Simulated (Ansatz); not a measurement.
# C3H2F4: how energies converge with the basis set

One table from this session's results is given with a row withheld; the runs are named, their logs left out.

Computed with Ansatz 0.2.0, Gaussian basis. Level: one geometry, several basis sets.

Levels to be run: PBE0-D4/def2-SVP; ωB97M-V/def2-SVP; PBE0-D4/def2-QZVPP; ωB97M-V/def2-QZVPP; the functionals' def2-TZVPP values are taken from earlier runs.

### The relaxed structure

An earlier PBE0-D4 in a triple-zeta def2 set relaxation fixed the geometry.

SMILES `F[C@H]1[C@H](F)C1(F)F`, 9 atoms, charge 0, spin multiplicity 1.

Atoms are counted from 1 here; the program's logs count them from 0.

Bond lengths: F1–C2 1.348 Å, C2–C3 1.508 Å, C2–C5 1.492 Å, C2–H8 1.087 Å, C3–F4 1.348 Å, C3–C5 1.492 Å, C3–H9 1.087 Å, C5–F6 1.332 Å, C5–F7 1.332 Å. Angles: F1–C2–C3 119.1°, F1–C2–C5 121.1°, F1–C2–H8 114.5°, C3–C2–C5 59.6°, C3–C2–H8 116.5°, C5–C2–H8 115.4°, C2–C3–F4 119.1°, C2–C3–C5 59.6°, C2–C3–H9 116.5°, F4–C3–C5 121.1°, F4–C3–H9 114.5°, C5–C3–H9 115.4°, C2–C5–C3 60.7°, C2–C5–F6 120.3°, C2–C5–F7 117.9°, C3–C5–F6 117.9°, C3–C5–F7 120.3°, F6–C5–F7 111.4°.

Coordinates:

```xyz
9
C3H2F4
F    -0.9032   -0.4722    1.7003
C     0.0466   -0.4636    0.7433
C    -0.3713   -0.3664   -0.7027
F     0.2512   -1.1369   -1.6175
C     0.3354    0.7699   -0.0439
F    -0.3541    1.8871    0.1805
F     1.6058    1.0354   -0.3432
H     0.9078   -1.0906    0.9585
H    -1.4297   -0.2089   -0.8925
```

Set-up of the first run:

The input, in.yaml:

```yaml
crystal:
  periodic: [false, false, false]
  atoms:
    - {symbol: F, position_ang: [-0.903172, -0.472181, 1.700329]}
    - {symbol: C, position_ang: [0.046581, -0.463634, 0.743301]}
    - {symbol: C, position_ang: [-0.371318, -0.366409, -0.702701]}
    - {symbol: F, position_ang: [0.251171, -1.136851, -1.617542]}
    - {symbol: C, position_ang: [0.335429, 0.769945, -0.043883]}
    - {symbol: F, position_ang: [-0.354104, 1.887090, 0.180532]}
    - {symbol: F, position_ang: [1.605784, 1.035389, -0.343171]}
    - {symbol: H, position_ang: [0.907766, -1.090626, 0.958496]}
    - {symbol: H, position_ang: [-1.429736, -0.208924, -0.892461]}
basis:
  gaussian: {orbitals: def2-SVP}
hamiltonian: {xc: pbe0, dispersion: d4}
output: {orbitals: {seedname: orbitals}}
```

On the command line:

```sh
> ansatz run in.yaml --threads 4 --pin off --events-out ev --progress --plain --max-ram 10444MiB
```

Among the steps run: PBE0-D4 in def2-SVP; ωB97M-V in def2-SVP; PBE0-D4 in def2-QZVPP; ωB97M-V in def2-QZVPP.

One table of the session follows, with a row left open; its other results are not shown here.

It belongs to the step «Density functionals: the series». 

| functional | basis | HOMO (eV) | LUMO (eV) |
| --- | --- | --- | --- |
| PBE0-D4 | def2-SVP | ? | ? |
| PBE0-D4 | def2-TZVPP | -8.73 | 0.17 |
| PBE0-D4 | def2-QZVPP | -8.78 | -0.02 |
| ωB97M-V | def2-SVP | -10.92 | 2.78 |
| ωB97M-V | def2-TZVPP | -11.08 | 2.25 |
| ωB97M-V | def2-QZVPP | -11.14 | 1.70 |

Q: Estimate the row for PBE0-D4, def2-SVP from the others.

As computed: HOMO (eV): -8.59; LUMO (eV): 0.56. In the column «HOMO (eV)» it is the highest.
